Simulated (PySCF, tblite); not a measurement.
# C₆H₁₀N radical: geometry, infrared bands and EPR parameters

Wanted: the infrared bands and EPR parameters of C₆H₁₀N radical (`C=[C]/C=C\CCN`), by calculation.

Programs: tblite 0.8.0 and PySCF 2.14.0, with density-fitted response routines of our own. Each step states its level of theory. These are calculated values for one molecule in the gas phase, unless marked as measured. Atoms are numbered from 0 throughout.

## 1. The molecule as given

17 atoms, charge 0, multiplicity 2; geometry from: force field or distance geometry start.

Bonds of the start (Å): C0–C1 1.29, C1–C2 1.43, C2–C3 1.33, C3–C4 1.50, C4–C5 1.52, C5–N6 1.47, C0–H7 1.08, C0–H8 1.09, C2–H9 1.09, C3–H10 1.10, C4–H11 1.10, C4–H12 1.09, C5–H13 1.09, C5–H14 1.09, N6–H15 1.02, N6–H16 1.03.

## 2. Optimising the geometry with GFN2-xTB

Job settings and geometry (Å):

```
{"job": {"kind": "relax", "xc": "GFN2-xTB", "basis": "xTB"}, "charge": 0, "multiplicity": 2}
C     -2.777400     1.351200    -0.118100
C     -2.263600     0.175500    -0.044900
C     -1.678800    -1.129000     0.057900
C     -0.389900    -1.371800    -0.168200
C      0.678700    -0.392200    -0.536600
C      1.674600    -0.179100     0.595400
N      2.742500     0.749600     0.202000
H     -2.834600     1.872100    -1.065700
H     -3.172800     1.843500     0.765900
H     -2.357400    -1.944700     0.322900
H     -0.055800    -2.412100    -0.062700
H      0.244500     0.568900    -0.839900
H      1.195900    -0.778300    -1.417900
H      1.170000     0.218700     1.478200
H      2.131000    -1.124900     0.886400
H      2.330200     1.652700    -0.012900
H      3.355900     0.911800     1.007100
```

On the command line:

```
> OMP_NUM_THREADS=1 python probes_run.py task.json out
```

One launch serves the whole session: the jobs run in the order shown.

**Question.** This job is followed by: GFN2-xTB harmonic vibrations, gas phase; UKS B3LYP, pcH-1 on C H N, non-relativistic, mean-field spin-orbit, GIAO. Predict these results of the whole session: strongest single infrared mode (GFN2-xTB); zero-point energy (GFN2-xTB); g(iso) (B3LYP); ⟨S²⟩; largest a(iso) (averaged by class); potential on the surface of density 0.002 e/bohr³, 1st and 99th percentile.

The runs gave:

| quantity | value |
| --- | --- |
| strongest single infrared mode (GFN2-xTB) | 912 cm⁻¹, 103 km/mol |
| zero-point energy (GFN2-xTB) | 88.7 kcal/mol |
| g(iso) (B3LYP) | 2.00238 |
| ⟨S²⟩ | 0.775 (exact 0.75) |
| largest a(iso) (averaged by class) | 1H on H7, H8, 110.1 MHz |
| potential on the surface of density 0.002 e/bohr³, 1st and 99th percentile | -1.68 V and 1.27 V |

**Reading.** Relaxing lowered the energy by 0.339 eV in 58 steps; the close pair that moved most is C1–C2, from 1.433 to 1.343 Å. No mode is imaginary among the 45: a minimum at this level. The strongest single mode, at 912 cm⁻¹, is spread over many atoms; the largest shares are those of H15, H16. GFN2-xTB is a fitted tight-binding method: band positions and strengths are rough. Its intensities can rank the bands wrongly. The largest spin populations lie on C3 (0.70 e), C1 (0.59 e). The isotropic g lies 0.1 ppt above the free-electron value. These values are for one conformer; the search (at its own cheap level) found 2 more, at 0.00, 0.42 kcal/mol (those within 0.05 may be mirror or relabelled copies), and measured spectra average over such forms.
